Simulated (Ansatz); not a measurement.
# Ti6Si2Ru: from the start to rest

Wanted: the geometry at rest of Ti6Si2Ru (a borrowed structure type, volume estimated), relaxing cell and atoms, and its electronic structure there.

Program: Ansatz 0.2.0. Level of theory: DFT, r2SCAN, no spin polarisation, plane waves, PAW. These are calculated values, not measurements.

## Step 1: The structure

Symmetry: P-62m, No. 189, hexagonal system. Conventional cell: a = 6.937 Å, b = 6.937 Å, c = 3.404 Å, α = 90.00°, β = 90.00°, γ = 120.00°. Si (site symmetry -6) is surrounded by 9 Ti at 2.69 to 2.72 Å. Ti (site symmetry m2m) is surrounded by 4 Si at 2.72 Å and 1 Ru at 2.78 Å and 6 Ti at 2.96 to 3.01 Å. Ti (site symmetry m2m) is surrounded by 2 Ru at 2.39 Å and 2 Si at 2.69 Å. Around Ru (site symmetry -62m) lie 6 Ti at 2.39 Å.

Its coordinates follow in the input file.

It starts from an earlier solution of the starting cell (checkpoint.read).

## Step 2: The relaxation

Contents of input.yaml:

```yaml
crystal:
  lattice:
    - [3.468494, 6.007606, 0.0]
    - [-3.468494, 6.007606, 0.0]
    - [0.0, 0.0, 3.404198]
  atoms:
    - { symbol: Si, position: [0.3333, 0.3334, 0.5] }
    - { symbol: Si, position: [0.6667, 0.6666, 0.5] }
    - { symbol: Ti, position: [0.5996, 0.4004, 0.0] }
    - { symbol: Ti, position: [0.4004, 0.0, 0.0] }
    - { symbol: Ti, position: [0.0, 0.5996, 0.0] }
    - { symbol: Ti, position: [0.2418, 0.7582, 0.5] }
    - { symbol: Ti, position: [0.7582, 0.0, 0.5] }
    - { symbol: Ti, position: [0.0, 0.2418, 0.5] }
    - { symbol: Ru, position: [0.0, 0.0, 0.0] }
  symmetry: { tolerance: 0.0003 }
kpoints:
  mp_grid: { grid: [6, 6, 10], shift: [0, 0, 0] }
magnetization:
  spin_polarized: false
scf:
  occupations: { method: gaussian, width: 0.2601 }
  lower_state_search: "off"
hamiltonian:
  pseudopotentials: { kind: paw }
  xc: r2scan
basis:
  ecutwfc: 500
  fft_grid_basis: typed
relax:
  max_steps: 60
  cell: { p_target: 0.0 }
  f_tol: 0.03
output:
  forces: true
  stress: true
  eigenvalues: true
  bader: true
  populations: true
  elf: true
  write_potential: true
  volumetric_format: npy
  dos:
    e_range: [-12, 8]
    de: 0.05
    projected: { site_lists: { Ru: [Ru], Si: [Si], Ti: [Ti] } }
  write_density: true
checkpoint:
  read: saved_state
```

On the command line:

```sh
$ ansatz run input.yaml --threads 2 --pin off --max-ram 2560MiB --backend cpu --events-out ev --progress --plain --runs-dir out
```

Before running it: what results should come out? Wanted: moves; energy gained; largest move; cell; volume; pressure at the end; character; Bader charges.

**Answer**, as computed:

| quantity | value |
| --- | --- |
| moves | 6 |
| energy gained | 101.3 meV/atom |
| largest move | 0.19 Å (Ti) |
| space group (0.01 Å), before / after | P-62m / P-62m |
| cell | a = 7.236 Å, b = 7.236 Å, c = 3.112 Å, α = 90.00°, β = 90.00°, γ = 60.00° |
| volume | 15.68 Å³/atom (-0.5 %) |
| pressure at the end | -0.01 GPa |
| formation energy (elements from separate runs) | -0.57 eV/atom |
| character | metal |
| density of states, mean within 0.25 eV of the Fermi level | 9.2 per eV per cell |
| Bader charges | Si -1.94, Ti +1.04 to +1.05, Ru -2.37 e |

The volume shrank by 0.5 %, and the largest move of an atom is 0.19 Å apart from the change of the cell; the energy fell by 101.3 meV per atom. The shape changed more than that tells: the edges moved by +4, +4, -9 %. With 12 symmetry operations imposed, the end may be a saddle point towards distortions that break them. It is a metal; within 0.25 eV of the Fermi level the density of states averages 9.2 per eV per cell, mostly Ti d (81 %). Ti loses most charge (+1.04 e on average) and Ru gains most (-2.37 e). Against the elements' reference phases (Si diamond, Ti hcp, Ru hcp; separate runs with the same functional) the formation energy is -0.57 eV per atom, so it holds against falling apart into elements.

Caveats: wide smearing.
